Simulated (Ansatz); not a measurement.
The system is NiMoIrPdW.

```
Ni Mo Pd Ir W
1.0
     2.76078    0.00000    0.00000
    -1.38039    2.39090    0.00000
     0.00000    0.00000   11.34051
Ni Mo Pd Ir W
1 1 1 1 1
Cartesian
  0.0000 0.0000 8.0423
  1.3804 0.7970 3.3369
  1.3804 0.7970 10.1952
  0.0000 0.0000 1.2025
  1.3804 0.7970 6.0015
```

The cell was built by a generator and needn't be a form met in nature.

| Item | Value |
| --- | --- |
| Program | Ansatz 0.2.0 |
| Task | relaxation of cell and atoms |
| Functional | PBEsol |
| Dispersion | D3(BJ) |
| Potentials or basis | Ansatz PAW |
| Cutoff | 420 eV (not typed: the program's choice for these potentials) |
| k mesh | 8 × 8 × 2 |
| Occupations | fermi-dirac, width 0.05 eV |
| Spin | collinear spin, ferromagnetic start |
| Starting moments | [1.0, 1.0, 0.0, 0.6, 0.0] μB |

At the start: volume 14.97 Å³/atom.

Problem. How do energy, volume and symmetry change on relaxing?

Solution. It ends after 6 steps and the volume is 14.01 Å³/atom (-6.4 %); space group P3m1 (No. 156, to 0.05 Å); moment 0.00 μB per cell.

Step by step:
| step | energy change (eV) | largest force (eV/Å) | volume (Å³) |
| --- | --- | --- | --- |
| 1 | 0.0000 | 0.2183 | 74.86 |
| 2 | -0.2361 | 0.1222 | 70.88 |
| 3 | -0.2454 | 0.0131 | 69.91 |
| 4 | -0.2455 | 0.0169 | 70.08 |
| 5 | -0.2456 | 0.0068 | 70.05 |
| 6 | -0.2439 | 0.0069 | 70.05 |

Final structure:
```
Ni Mo Pd Ir W
1.0
     2.70474    0.00000    0.00000
    -1.35237    2.34238    0.00000
     0.00000    0.00000   11.05718
Ni Mo Pd Ir W
1 1 1 1 1
Direct
  0.00000 0.00000 0.71129
  0.66667 0.33333 0.29521
  0.66667 0.33333 0.89804
  0.00000 0.00000 0.10257
  0.66667 0.33333 0.53056
```

Caveat: the plane-wave basis is chosen anew once the cell has moved, so the energies of steps on either side of that aren't comparable; pairwise dispersion overbinds metals, which lowers pressure and volume; the PAW data sets come from PBE, with cores solved anew for the run's functional, which leaves a small shift of forces and pressure; the starting moments weren't kept.
